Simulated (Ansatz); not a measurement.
This script for Ansatz 0.2.0 through its Python package starts 4 runs on GaFe, space group P-6m2. What input does the engine get in each?

`spiral_gafe.py`
```python
# -*- coding: utf-8 -*-
import ansatz as az
import numpy as np
from tabulate import tabulate


def main():
    gafe = (
        az.Lattice.of((2.748131, 0.0, 0.0), (-1.374065, 2.379951, 0.0), (0.0, 0.0, 4.030782))
        .atom("Ga", (0.0, 0.0, 0.5))
        .atom("Fe", (2 / 3, 1 / 3, 0.0), moment=3.5, axis=(1, 0, 0))
    )
    base = (
        gafe.calculation()
        .occupations("fermi_dirac", width=100 * az.meV)
        .functional("lda")
        .kpoints(8, 8, 5)
        .spin("noncollinear")
    )
    rows = []
    for q in [0, 0.1, 0.25, 0.5]:
        summary = base.spin_spiral(tuple(q * np.eye(3)[2])).run().report
        rows.append((q, summary["free_energy_ev"], float(np.linalg.norm(summary["site_moments_nc_mub"], axis=1).max()), summary["n_kpoints"]))
    rows = [(q, 1000 * (e - rows[0][1]), m, nk) for q, e, m, nk in rows]
    print(tabulate(rows, headers=["q", "F - F(q=0) meV", "largest moment muB", "k-points"], floatfmt=".4f", tablefmt="pipe"))


if __name__ == "__main__":
    main()
```

Run 1:
```yaml
crystal:
  lattice:
    - [2.748131, 0.0, 0.0]
    - [-1.374065, 2.379951, 0.0]
    - [0.0, 0.0, 4.030782]
  atoms:
    - { symbol: Ga, position: [0.0, 0.0, 0.5] }
    - { symbol: Fe, position: [0.6666666666666666, 0.3333333333333333, 0.0], spin: 3.5, spin_axis: [1.0, 0.0, 0.0] }
kpoints:
  mp_grid:
    grid: [8, 8, 5]
hamiltonian:
  xc: lda
magnetization:
  noncollinear: true
  spin_spiral:
    q: [0.0, 0.0, 0.0]
scf:
  occupations:
    method: fermi_dirac
    width: 0.1
```

Run 2, against run 1:
```diff
-    q: [0.0, 0.0, 0.0]
+    q: [0.0, 0.0, 0.1]
```

Run 3, against run 1:
```diff
-    q: [0.0, 0.0, 0.0]
+    q: [0.0, 0.0, 0.25]
```

Run 4, against run 1:
```diff
-    q: [0.0, 0.0, 0.0]
+    q: [0.0, 0.0, 0.5]
```

```console
$ python spiral_gafe.py
DeckWarning: basis.ecutwfc = 420 eV, auto-derived from the records' recommended cutoffs: set by Ga (normal level)
|      q |   F - F(q=0) meV |   largest moment muB |   k-points |
|-------:|-----------------:|---------------------:|-----------:|
| 0.0000 |           0.0000 |               1.9333 |         30 |
| 0.1000 |           2.2704 |               1.9543 |         40 |
| 0.2500 |          -6.0951 |               2.0441 |         40 |
| 0.5000 |         -10.3275 |               2.1131 |         40 |
```
(Warnings from the package without file and line.)

Absolute energies stand on the zero of these potentials, so only differences at equal settings mean something. A total without «per atom» is that of the whole cell that was run. Other magnetic orders than the one started from may lie lower. The mesh is modest for a metal, so energies can be off by several to tens of meV an atom and pressures by half a GPa or more; differences at equal mesh fare better. This cell is a computed structure, which may not be the phase found in nature. Spirals without spin-orbit coupling; moments are free to shrink along the scan. Finished in 89 s on 1 thread of Arm Neoverse V1 (shared host), peak memory 0.45 GiB.
